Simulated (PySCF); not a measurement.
# C₄H₃F₃ (triplet): EPR parameters at several levels of theory

How much do the EPR parameters of C₄H₃F₃ (triplet) (`C=C[C]C(F)(F)F`) depend on the level of theory, and what does each level cost?

Computed with PySCF 2.14.0, with density-fitted response routines of our own, on a single molecule in the gas phase. Atoms are numbered from 0 throughout.

## (1) Starting geometry

10 atoms, charge 0, multiplicity 3; geometry from: GFN2-xTB.

Bonds of the start (Å): C0–C1 1.37, C1–C2 1.35, C2–C3 1.45, C3–F4 1.34, C3–F5 1.36, C3–F6 1.36, C0–H7 1.07, C0–H8 1.07, C1–H9 1.10.

## (2) Optimising the geometry at PBE0-D3(BJ)/def2-SVP

Job settings and geometry (Å):

```
{"job": {"xc": "PBE0", "basis": "def2-SVP", "d3": "d3bj", "grid": 1, "kind": "geom"}, "charge": 0, "multiplicity": 3}
C      2.043493    -0.406459     0.139213
C      0.811397    -0.196674    -0.428760
C     -0.329420     0.105240     0.217286
C     -1.712379     0.370892    -0.147290
F     -2.543541     0.383292     0.904191
F     -1.870106     1.565897    -0.766453
F     -2.213301    -0.551490    -1.010577
H      2.897778    -0.647058    -0.464820
H      2.177499    -0.333135     1.202819
H      0.747462    -0.285850    -1.520978
```

Output:

```text
step   0  E = -452.82437576  max force = 0.032142
step   1  E = -452.82637416  max force = 0.017542
step   2  E = -452.82676395  max force = 0.004331
step   3  E = -452.82691375  max force = 0.002160
step   4  E = -452.82695813  max force = 0.002575
step   5  E = -452.82701492  max force = 0.002271
step   6  E = -452.82714600  max force = 0.002088
step   7  E = -452.82640065  max force = 0.010619
step   8  E = -452.82725682  max force = 0.005718
step   9  E = -452.82722989  max force = 0.008986
step  10  E = -452.82746201  max force = 0.002470
step  11  E = -452.82754725  max force = 0.003321
step  12  E = -452.82764860  max force = 0.002439
step  13  E = -452.82773600  max force = 0.000522
step  14  E = -452.82773702  max force = 0.000388
optimisation converged
```

It took 2.8 min on 1 thread, shared host.

The steps of the relaxation: (the energy doesn't fall at every step)

```csv
step,energy from step 0 (eV),largest force component (eV/Å)
0,0.0000,1.6528
1,-0.0544,0.9020
2,-0.0650,0.2227
3,-0.0691,0.1111
4,-0.0703,0.1324
5,-0.0718,0.1168
6,-0.0754,0.1074
7,-0.0551,0.5461
8,-0.0784,0.2940
9,-0.0777,0.4621
10,-0.0840,0.1270
11,-0.0863,0.1708
12,-0.0891,0.1254
13,-0.0914,0.0268
14,-0.0915,0.0200
```

Distances of close pairs at the start and the end, largest changes first:

```csv
bond,before (Å),after (Å),change (Å)
C1–C2,1.345,1.370,+0.024
C2–C3,1.455,1.474,+0.020
C3–F5,1.355,1.336,-0.019
C0–H8,1.075,1.092,+0.018
C0–H7,1.074,1.091,+0.017
C3–F6,1.359,1.342,-0.017
C0–C1,1.373,1.382,+0.009
C3–F4,1.340,1.334,-0.006
```

The next job starts from the end point, and lists it.

```csv
at the end point,value
"rotational constants (GHz, main isotopes)","5.407, 1.521, 1.496"
dipole moment (D),2.46
⟨S²⟩,2.054
```

## (3) g tensor and hyperfine couplings: B3LYP/IGLO-III+pcH-1

Job settings and geometry (Å):

```
{"job": {"kind": "epr"}, "charge": 0, "multiplicity": 3}
C      2.028616    -0.425657     0.229533
C      0.778618    -0.341092    -0.353975
C     -0.312339     0.292381     0.179557
C     -1.701696     0.503603    -0.266775
F     -2.582924     0.050901     0.626912
F     -1.966853     1.797915    -0.464602
F     -1.934742    -0.137361    -1.422757
H      2.844552    -0.949917    -0.270154
H      2.226274     0.030254     1.202095
H      0.624523    -0.817121    -1.335693
```

Level: UKS B3LYP, IGLO-III on C F, pcH-1 on H, non-relativistic, mean-field spin-orbit, GIAO.

Output:

```text
UKS, coarse grid
  cycle   1  E = -453.66453246  |g| = 6.88e-01
  cycle   2  E = -453.39914027  |g| = 1.16e+00
  cycle   3  E = -453.82071886  |g| = 8.47e-02
  cycle   4  E = -453.82277412  |g| = 6.68e-02
  cycle   5  E = -453.82536247  |g| = 1.43e-02
  cycle   6  E = -453.82550898  |g| = 6.26e-03
  cycle   7  E = -453.82555479  |g| = 2.01e-03
  cycle   8  E = -453.82555942  |g| = 8.43e-04
UKS, final grid
  cycle   1  E = -453.82558691  |g| = 1.03e-03
  cycle   2  E = -453.82558651  |g| = 1.50e-03
  cycle   3  E = -453.82558736  |g| = 1.32e-04
  cycle   4  E = -453.82558736  |g| = 4.43e-05
  cycle   5  E = -453.82558737  |g| = 3.90e-05
  cycle   6  E = -453.82558737  |g| = 3.98e-06
E = -453.82558737 Eh   <S^2> = 2.0381 (exact 2.0000)
g shifts (ppm)      1          2          3
  rmc          -163       -163       -163
  gc             40         40         29
  oz_so         -44        145        305
  total        -168         22        170
hyperfine (MHz)  atom isotope    a_iso     a_fc   dipolar eigenvalues
    0   13C      45.37      45.37    -26.04    -22.83     48.87
    1   13C     -19.60     -19.60    -19.51      5.70     13.81
    2   13C     205.27     205.27    -63.36     18.88     44.48
    3   13C       4.55       4.55     -4.25     -2.39      6.63
    4   19F      38.85      38.85    -23.56    -11.86     35.42
    5   19F      43.52      43.52    -25.59    -13.97     39.56
    6   19F      59.13      59.13    -48.20    -33.16     81.36
    7    1H     -22.49     -22.49    -12.83     -1.44     14.27
    8    1H     -21.26     -21.26     -7.94     -3.16     11.10
    9    1H      72.47      72.47     -5.32      0.16      5.16
zero-field splitting (cm-1)  D = 0.3630  E = 0.0198  (spin-spin 0.3498, spin-orbit 0.0147)
```

Wall time 1.9 min (1 thread, shared host).

Principal g values 2.00215, 2.00234, 2.00249; g(iso) = 2.00233, against 2.00232 for a free electron.

Mean a(iso) over the nuclei that a row names, and the largest dipolar term of the row (other rows stand at the frozen geometry):

```csv
nuclei,isotope,a(iso) (MHz),"a(iso) (G, at g = 2.0023)",largest dipolar term (MHz)
C2,13C,205.3,73.2,-63.4
H9,1H,72.5,25.9,-5.3
"F4, F5, F6",19F,47.2,16.8,81.4
C0,13C,45.4,16.2,48.9
H7,1H,-22.5,-8.0,14.3
H8,1H,-21.3,-7.6,11.1
C1,13C,-19.6,-7.0,-19.5
C3,13C,4.6,1.6,6.6
```

Zero-field splitting: D = 0.363 cm⁻¹ (spin-spin 0.350, spin-orbit 0.015), E = 0.020 cm⁻¹.

Mulliken spin populations:

```csv
atom,value (e)
C0,0.70
C1,-0.32
C2,1.53
C3,0.02
F4,0.01
F5,0.01
F6,0.03
H7,-0.03
H8,-0.03
H9,0.07
```

## (4) g tensor and hyperfine couplings: PBE/IGLO-III+pcH-1

The job, as its differences from that of step 3:

```diff
@@ -1,2 +1,2 @@
-{"job": {"kind": "epr"}, "charge": 0, "multiplicity": 3}
+{"job": {"kind": "epr", "xc": "PBE"}, "charge": 0, "multiplicity": 3}
 C      2.028616    -0.425657     0.229533
```

Level: UKS PBE, IGLO-III on C F, pcH-1 on H, non-relativistic, mean-field spin-orbit, GIAO.

Output:

```text
UKS, coarse grid
  cycle   1  E = -453.19917641  |g| = 6.67e-01
  cycle   2  E = -452.70664370  |g| = 1.39e+00
  cycle   3  E = -453.33120551  |g| = 1.68e-01
  cycle   4  E = -453.34249885  |g| = 1.03e-01
  cycle   5  E = -453.34846645  |g| = 3.17e-02
  cycle   6  E = -453.34897465  |g| = 6.96e-03
  cycle   7  E = -453.34900505  |g| = 4.11e-03
  cycle   8  E = -453.34901281  |g| = 1.86e-03
  cycle   9  E = -453.34901479  |g| = 8.98e-04
UKS, final grid
  cycle   1  E = -453.34905765  |g| = 1.69e-03
  cycle   2  E = -453.34905440  |g| = 3.48e-03
  cycle   3  E = -453.34905861  |g| = 2.62e-04
  cycle   4  E = -453.34905864  |g| = 5.79e-05
  cycle   5  E = -453.34905865  |g| = 1.92e-05
E = -453.34905865 Eh   <S^2> = 2.0230 (exact 2.0000)
g shifts (ppm)      1          2          3
  rmc          -162       -162       -162
  gc             37         39         27
  oz_so         -24        181        367
  total        -149         59        232
hyperfine (MHz)  atom isotope    a_iso     a_fc   dipolar eigenvalues
    0   13C      39.03      39.03    -24.89    -21.46     46.34
    1   13C     -14.98     -14.98    -15.55      4.08     11.48
    2   13C     184.15     184.15    -60.95     16.81     44.14
    3   13C       4.06       4.06     -3.93     -2.27      6.21
    4   19F      33.67      33.67    -25.16    -11.72     36.89
    5   19F      37.82      37.82    -27.17    -13.88     41.05
    6   19F      50.63      50.63    -50.70    -34.70     85.40
    7    1H     -20.57     -20.57    -12.15     -1.26     13.40
    8    1H     -19.37     -19.37     -7.38     -2.95     10.33
    9    1H      70.11      70.11     -5.29      0.62      4.67
zero-field splitting (cm-1)  D = 0.3483  E = 0.0185  (spin-spin 0.3374, spin-orbit 0.0126)
```

Wall time 48 s (1 thread, shared host).

This run: g(iso) 2.00237.

## (5) g tensor and hyperfine couplings: PBE0/IGLO-III+pcH-1

The job, as its differences from that of step 4:

```diff
@@ -1,2 +1,2 @@
-{"job": {"kind": "epr", "xc": "PBE"}, "charge": 0, "multiplicity": 3}
+{"job": {"kind": "epr", "xc": "PBE0"}, "charge": 0, "multiplicity": 3}
 C      2.028616    -0.425657     0.229533
```

Method: UKS PBE0, IGLO-III on C F, pcH-1 on H, non-relativistic, mean-field spin-orbit, GIAO.

Output:

```text
UKS, coarse grid
  cycle   1  E = -453.20597410  |g| = 6.47e-01
  cycle   2  E = -453.02671804  |g| = 1.02e+00
  cycle   3  E = -453.35128779  |g| = 6.99e-02
  cycle   4  E = -453.35303544  |g| = 5.62e-02
  cycle   5  E = -453.35501664  |g| = 1.28e-02
  cycle   6  E = -453.35519484  |g| = 7.07e-03
  cycle   7  E = -453.35525475  |g| = 2.00e-03
  cycle   8  E = -453.35525894  |g| = 8.63e-04
UKS, final grid
  cycle   1  E = -453.35529690  |g| = 1.12e-03
  cycle   2  E = -453.35529652  |g| = 1.63e-03
  cycle   3  E = -453.35529735  |g| = 9.65e-05
  cycle   4  E = -453.35529736  |g| = 5.72e-05
  cycle   5  E = -453.35529736  |g| = 2.82e-05
E = -453.35529736 Eh   <S^2> = 2.0532 (exact 2.0000)
g shifts (ppm)      1          2          3
  rmc          -160       -160       -160
  gc             39         39         28
  oz_so         -62        124        265
  total        -183          4        133
hyperfine (MHz)  atom isotope    a_iso     a_fc   dipolar eigenvalues
    0   13C      45.58      45.58    -26.19    -22.97     49.16
    1   13C     -25.40     -25.40    -22.12      7.11     15.01
    2   13C     207.29     207.29    -63.14     20.05     43.09
    3   13C      -0.22      -0.22     -4.06     -2.12      6.18
    4   19F      35.77      35.77    -23.03    -12.08     35.11
    5   19F      40.56      40.56    -25.10    -14.21     39.31
    6   19F      58.32      58.32    -46.96    -32.52     79.48
    7    1H     -25.18     -25.18    -13.17     -1.16     14.34
    8    1H     -23.74     -23.74     -8.14     -2.90     11.04
    9    1H      70.43      70.43     -5.24     -0.54      5.78
zero-field splitting (cm-1)  D = 0.3609  E = 0.0206  (spin-spin 0.3508, spin-orbit 0.0113)
```

Run time: 2 min. Hardware: 1 thread, shared host.

In short: g(iso) 2.00230.

## (6) EPR parameters: BHandHLYP/IGLO-III+pcH-1

The job, as its differences from that of step 5:

```diff
@@ -1,2 +1,2 @@
-{"job": {"kind": "epr", "xc": "PBE0"}, "charge": 0, "multiplicity": 3}
+{"job": {"kind": "epr", "xc": "BHandHLYP"}, "charge": 0, "multiplicity": 3}
 C      2.028616    -0.425657     0.229533
```

Method: UKS BHandHLYP, IGLO-III on C F, pcH-1 on H, non-relativistic, mean-field spin-orbit, GIAO.

Output:

```text
UKS, coarse grid
  cycle   1  E = -453.44214728  |g| = 6.74e-01
  cycle   2  E = -453.41738471  |g| = 8.04e-01
  cycle   3  E = -453.61475533  |g| = 5.44e-02
  cycle   4  E = -453.61736569  |g| = 3.67e-02
  cycle   5  E = -453.61850598  |g| = 1.30e-02
  cycle   6  E = -453.61881850  |g| = 6.78e-03
  cycle   7  E = -453.61889893  |g| = 2.22e-03
  cycle   8  E = -453.61890589  |g| = 8.89e-04
UKS, final grid
  cycle   1  E = -453.61892615  |g| = 8.06e-04
  cycle   2  E = -453.61892626  |g| = 8.84e-04
  cycle   3  E = -453.61892648  |g| = 1.26e-04
  cycle   4  E = -453.61892652  |g| = 7.22e-05
  cycle   5  E = -453.61892653  |g| = 1.53e-05
E = -453.61892653 Eh   <S^2> = 2.0817 (exact 2.0000)
g shifts (ppm)      1          2          3
  rmc          -162       -162       -162
  gc             39         39         29
  oz_so         -78        105        225
  total        -200        -17         93
hyperfine (MHz)  atom isotope    a_iso     a_fc   dipolar eigenvalues
    0   13C      56.54      56.54    -27.49    -24.44     51.93
    1   13C     -33.81     -33.81    -26.71      9.02     17.70
    2   13C     236.13     236.13    -65.40     22.42     42.97
    3   13C       0.33       0.33     -4.38     -2.23      6.61
    4   19F      41.83      41.83    -21.70    -12.41     34.11
    5   19F      47.35      47.35    -23.84    -14.55     38.39
    6   19F      68.90      68.90    -45.24    -31.68     76.92
    7    1H     -28.43     -28.43    -14.01     -1.34     15.35
    8    1H     -26.78     -26.78     -8.86     -3.10     11.96
    9    1H      75.14      75.14     -5.21     -1.65      6.86
zero-field splitting (cm-1)  D = 0.3705  E = 0.0218  (spin-spin 0.3573, spin-orbit 0.0143)
```

It took 2.1 min on 1 thread, shared host.

In short: g(iso) 2.00228.

## (7) g tensor and hyperfine couplings: HF/IGLO-III+pcH-1

The job, as its differences from that of step 6:

```diff
@@ -1,2 +1,2 @@
-{"job": {"kind": "epr", "xc": "BHandHLYP"}, "charge": 0, "multiplicity": 3}
+{"job": {"kind": "epr", "xc": "HF"}, "charge": 0, "multiplicity": 3}
 C      2.028616    -0.425657     0.229533
```

Level: UKS HF, IGLO-III on C F, pcH-1 on H, non-relativistic, mean-field spin-orbit, GIAO.

Output:

```text
UKS, final grid
  cycle   1  E = -451.37962370  |g| = 7.01e-01
  cycle   2  E = -451.55359602  |g| = 4.39e-01
  cycle   3  E = -451.61912693  |g| = 8.71e-02
  cycle   4  E = -451.62964965  |g| = 4.42e-02
  cycle   5  E = -451.63350238  |g| = 2.53e-02
  cycle   6  E = -451.63548418  |g| = 9.13e-03
  cycle   7  E = -451.63571296  |g| = 3.82e-03
  cycle   8  E = -451.63573980  |g| = 1.73e-03
  cycle   9  E = -451.63574573  |g| = 8.24e-04
  cycle  10  E = -451.63574686  |g| = 3.94e-04
  cycle  11  E = -451.63574717  |g| = 1.34e-04
  cycle  12  E = -451.63574721  |g| = 5.74e-05
  cycle  13  E = -451.63574721  |g| = 2.52e-05
  cycle  14  E = -451.63574722  |g| = 9.80e-06
  cycle  15  E = -451.63574722  |g| = 4.77e-06
E = -451.63574722 Eh   <S^2> = 2.2445 (exact 2.0000)
g shifts (ppm)      1          2          3
  rmc          -156       -156       -156
  gc             37         36         28
  oz_so        -137         58         97
  total        -256        -62        -31
hyperfine (MHz)  atom isotope    a_iso     a_fc   dipolar eigenvalues
    0   13C      88.86      88.86    -29.87    -26.68     56.55
    1   13C     -85.90     -85.90    -40.80     16.19     24.61
    2   13C     303.66     303.66    -67.48     30.46     37.02
    3   13C     -27.20     -27.20     -3.72     -0.88      4.60
    4   19F      38.11      38.11    -17.96    -12.54     30.51
    5   19F      45.12      45.12    -20.18    -14.68     34.86
    6   19F      74.40      74.40    -37.18    -27.64     64.82
    7    1H     -52.28     -52.28    -17.19     -1.62     18.81
    8    1H     -49.66     -49.66    -11.35     -3.43     14.78
    9    1H      88.19      88.19     -8.07     -4.29     12.36
zero-field splitting (cm-1)  D = 0.3935  E = 0.0282  (spin-spin 0.3854, spin-orbit 0.0086)
```

It took 1.8 min on 1 thread, shared host.

In short: g(iso) 2.00220, not to be trusted: the run shows spin contamination.

## (8) EPR parameters: CAM-B3LYP/IGLO-III+pcH-1

The job, as its differences from that of step 7:

```diff
@@ -1,2 +1,2 @@
-{"job": {"kind": "epr", "xc": "HF"}, "charge": 0, "multiplicity": 3}
+{"job": {"kind": "epr", "xc": "CAM-B3LYP"}, "charge": 0, "multiplicity": 3}
 C      2.028616    -0.425657     0.229533
```

Level: UKS CAM-B3LYP, IGLO-III on C F, pcH-1 on H, non-relativistic, mean-field spin-orbit, GIAO.

Output:

```text
UKS, coarse grid
  cycle   1  E = -453.49421841  |g| = 7.05e-01
  cycle   2  E = -453.40621093  |g| = 9.55e-01
  cycle   3  E = -453.67181455  |g| = 5.04e-02
  cycle   4  E = -453.67372059  |g| = 3.33e-02
  cycle   5  E = -453.67459322  |g| = 1.17e-02
  cycle   6  E = -453.67481691  |g| = 6.65e-03
  cycle   7  E = -453.67487550  |g| = 2.34e-03
  cycle   8  E = -453.67488249  |g| = 1.03e-03
  cycle   9  E = -453.67488277  |g| = 4.42e-04
UKS, final grid
  cycle   1  E = -453.67490733  |g| = 5.02e-04
  cycle   2  E = -453.67490731  |g| = 6.28e-04
  cycle   3  E = -453.67490743  |g| = 5.93e-05
  cycle   4  E = -453.67490744  |g| = 4.45e-05
  cycle   5  E = -453.67490744  |g| = 8.72e-06
E = -453.67490744 Eh   <S^2> = 2.0558 (exact 2.0000)
g shifts (ppm)      1          2          3
  rmc          -162       -162       -162
  gc             39         39         28
  oz_so         -55        133        273
  total        -178          9        139
hyperfine (MHz)  atom isotope    a_iso     a_fc   dipolar eigenvalues
    0   13C      44.67      44.67    -27.00    -23.82     50.82
    1   13C     -21.73     -21.73    -23.35      7.50     15.85
    2   13C     202.92     202.92    -64.82     20.75     44.06
    3   13C       3.67       3.67     -4.26     -2.41      6.67
    4   19F      38.08      38.08    -23.15    -11.88     35.03
    5   19F      42.75      42.75    -25.17    -13.96     39.13
    6   19F      58.00      58.00    -46.48    -31.52     78.01
    7    1H     -23.67     -23.67    -13.31     -1.45     14.76
    8    1H     -22.51     -22.51     -8.30     -3.19     11.49
    9    1H      72.25      72.25     -5.25     -0.58      5.83
zero-field splitting (cm-1)  D = 0.3709  E = 0.0202  (spin-spin 0.3570, spin-orbit 0.0153)
```

Wall time 3.1 min (1 thread, shared host).

Key values: g(iso) 2.00231.

## (9) Comparing the runs: EPR parameters

g, ⟨S²⟩ and isotropic hyperfine couplings (MHz), with basis size and wall time; * marks a run flagged for spin contamination, instability or a large g shift:

```csv
run,g(iso),⟨S²⟩,13C C2,1H H9,19F F4 (mean),13C C0,1H H7,functions,time
B3LYP/IGLO-III+pcH-1,2.00233,2.038,205.3,72.5,47.2,45.4,-22.5,275,1.9 min
PBE/IGLO-III+pcH-1,2.00237,2.023,184.2,70.1,40.7,39.0,-20.6,275,48 s
PBE0/IGLO-III+pcH-1,2.00230,2.053,207.3,70.4,44.9,45.6,-25.2,275,2 min
BHandHLYP/IGLO-III+pcH-1,2.00228,2.082,236.1,75.1,52.7,56.5,-28.4,275,2.1 min
HF/IGLO-III+pcH-1*,2.00220,2.245,303.7,88.2,52.5,88.9,-52.3,275,1.8 min
CAM-B3LYP/IGLO-III+pcH-1,2.00231,2.056,202.9,72.3,46.3,44.7,-23.7,275,3.1 min
```

## (10) Summary of results

| quantity | value |
| --- | --- |
| rotational constants (main isotopes) | 5.41, 1.52, 1.50 GHz |
| D, E (B3LYP) | 0.363, 0.020 cm⁻¹ |
| g(iso) (B3LYP) | 2.00233 |
| ⟨S²⟩ | 2.038 (exact 2.00) |
| largest a(iso) (averaged by class) | 13C on C2, 205.3 MHz |
| property runs in this session | 6, of which 0 failed and 1 gave unsound results |

Single values in the summary come from the first run of each kind that ended normally (B3LYP/IGLO-III+pcH-1), which need not be the best level. Relaxing lowered the energy by 0.091 eV in 14 steps; the close pair that moved most is C1–C2, from 1.345 to 1.370 Å. C2 carries the largest spin population, 1.53 e. The isotropic g lies 0.0 ppt above the free-electron value. The coupling of 13C on C2 runs from 184.2 (PBE/IGLO-III+pcH-1) to 236.1 MHz (BHandHLYP/IGLO-III+pcH-1), the starred runs left aside. The triplet studied here may not be the ground state; the singlet was not compared.
